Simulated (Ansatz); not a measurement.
# CH₃Te−: single points off equilibrium

How do the functionals fare away from a minimum? The structure is a structure displaced at random from a GFN2-xTB minimum.

The runs use Ansatz 0.2.0, Gaussian basis; single points in def2-TZVPPD.

Correlated methods freeze the cores. Filled d shells of the heavier atoms are correlated. Core potentials replace the inner electrons past krypton, and spin-orbit coupling is left out.

**1. Where the work starts**

5 atoms, charge -1, spin multiplicity 1.

Atoms are counted from 1 here; the program's logs count them from 0.

Bond lengths: C1–Te2 2.011 Å, C1–H3 1.155 Å, C1–H4 0.999 Å. Angles: Te2–C1–H3 123.4°, Te2–C1–H4 119.8°, H3–C1–H4 104.7°.

As a file:

```xyz
5
CH3Te
C    -0.19250   -0.88420    0.12140
Te    1.24110    0.52520    0.17830
H    -1.14230   -0.85250    0.77710
H    -0.50400   -1.24000   -0.75900
H     0.46610    2.47730   -0.41650
```

**2. CCSD(T)/def2-TZVPPD**

File run/in.yaml:

```yaml
crystal:
  periodic: [false, false, false]
  atoms:
    - {symbol: C, position_ang: [-0.192500, -0.884200, 0.121400]}
    - {symbol: Te, position_ang: [1.241100, 0.525200, 0.178300]}
    - {symbol: H, position_ang: [-1.142300, -0.852500, 0.777100]}
    - {symbol: H, position_ang: [-0.504000, -1.240000, -0.759000]}
    - {symbol: H, position_ang: [0.466100, 2.477300, -0.416500]}
basis:
  gaussian: {orbitals: "def2-TZVPPD.json"}
total_charge: -1
correlation: {method: ccsd_t}
output: {forces: true}
```

The basis file named in the input lies beside it (Basis Set Exchange, JSON).

No record of the launch command was kept for these runs.

**3. PBE0-D4/def2-TZVPPD**

Changes to run/in.yaml since step 2:

```diff
@@ -11,3 +11,3 @@
 total_charge: -1
-correlation: {method: ccsd_t}
-output: {forces: true}
+hamiltonian: {xc: pbe0, dispersion: d4}
+output: {forces: true, orbitals: {seedname: orbitals}}
```

**4. wB97M-V/def2-TZVPPD**

Changes to run/in.yaml since step 3:

```diff
@@ -11,3 +11,3 @@
 total_charge: -1
-hamiltonian: {xc: pbe0, dispersion: d4}
-output: {forces: true, orbitals: {seedname: orbitals}}
+hamiltonian: {xc: {name: wB97M-V}}
+output: {forces: true}
```

**5. r2SCAN-D4/def2-TZVPPD**

Changes to run/in.yaml since step 4:

```diff
@@ -11,3 +11,3 @@
 total_charge: -1
-hamiltonian: {xc: {name: wB97M-V}}
+hamiltonian: {xc: r2scan, dispersion: d4}
 output: {forces: true}
```

**6. PBE-D4/def2-TZVPPD**

Changes to run/in.yaml since step 5:

```diff
@@ -11,3 +11,3 @@
 total_charge: -1
-hamiltonian: {xc: r2scan, dispersion: d4}
+hamiltonian: {xc: pbe, dispersion: d4}
 output: {forces: true}
```

**7. BHLYP-D4/def2-TZVPPD**

Changes to run/in.yaml since step 6:

```diff
@@ -11,3 +11,3 @@
 total_charge: -1
-hamiltonian: {xc: pbe, dispersion: d4}
+hamiltonian: {xc: {name: BHLYP}, dispersion: d4}
 output: {forces: true}
```

**8. HSE06-D4/def2-TZVPPD**

Changes to run/in.yaml since step 7:

```diff
@@ -11,3 +11,3 @@
 total_charge: -1
-hamiltonian: {xc: {name: BHLYP}, dispersion: d4}
+hamiltonian: {xc: hse06, dispersion: d4}
 output: {forces: true}
```

(Steps that only read results are left out.)

Q: Predict the outcome of this session. Wanted: RMS force component; RMS force error; HOMO and LUMO, PBE0-D4; T1 diagnostic.

**Answer**, as computed:

```
              quantity                                                                                             value
   RMS force component                                                              1.655 to 1.695 eV/Å over the methods
       RMS force error  PBE0-D4 0.098, wB97M-V 0.146, r2SCAN-D4 0.024, PBE-D4 0.118, BHLYP-D4 0.186, HSE06-D4 0.093 eV/Å
HOMO and LUMO, PBE0-D4                                                                                 -0.31 and 3.24 eV
         T1 diagnostic                                                                                             0.018
```

In words: The forces of r2SCAN-D4 come nearest to CCSD(T), those of BHLYP-D4 are farthest. Frozen-core CCSD(T) forces in triple zeta carry basis errors of their own, and this is one geometry, so small gaps rank nothing. The restricted Hartree–Fock reference is unstable towards an unrestricted one at one or more of these structures.
